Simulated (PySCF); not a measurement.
# C2H8OSeSi: the cost of one run

The runs use PySCF 2.14.0, with density-fitted response routines of our own; the level of theory stands in each step. All values are computed, except where a source is named. Atoms count from 0, in the outputs and in this text.

### 1 The molecule as given

13 atoms, charge 0, multiplicity 1; geometry from: PBE0-D3(BJ)/def2-SVP.

Bonds of the start (Å): C0–C1 1.53, C1–Si2 1.87, Si2–O3 1.67, Si2–Se4 2.29, C0–H5 1.10, C0–H6 1.10, C0–H7 1.10, C1–H8 1.10, C1–H9 1.10, Si2–H10 1.50, O3–H11 0.96, Se4–H12 1.47.

### 2 Ultraviolet spectrum: PBE/def2-SVPD

What the job is given:

```
{"job": {"kind": "uv", "xc": "PBE", "basis": "def2-SVPD", "ip": true}, "charge": 0, "multiplicity": 1}
C     -1.654952     0.279672     1.005371
C     -0.795040     0.182837    -0.252602
Si     1.019343    -0.065224     0.105655
O      1.107232    -1.410768     1.086631
Se     2.175355    -0.386904    -1.850652
H     -2.721143     0.400712     0.758373
H     -1.552809    -0.624336     1.624443
H     -1.362980     1.139473     1.629518
H     -1.125125    -0.658049    -0.887487
H     -0.889004     1.088559    -0.875971
H      1.637803     1.127452     0.763114
H      1.980612    -1.795545     1.206103
H      3.257309     0.523265    -1.450585
```

With the program's defaults for keys left out, this is: TDDFT PBE/def2-SVPD, vertical, gas phase, core orbitals frozen in the response.

Launch:

```
OMP_NUM_THREADS=1 python probes_run.py task.json out
```

The driver reads the jobs from task.json and runs them one after another.

Q: Estimate the wall time and peak memory of this first job on 1 thread of Arm Neoverse V1, shared host.

About 1.7 min, with a peak of 0.74 GiB.
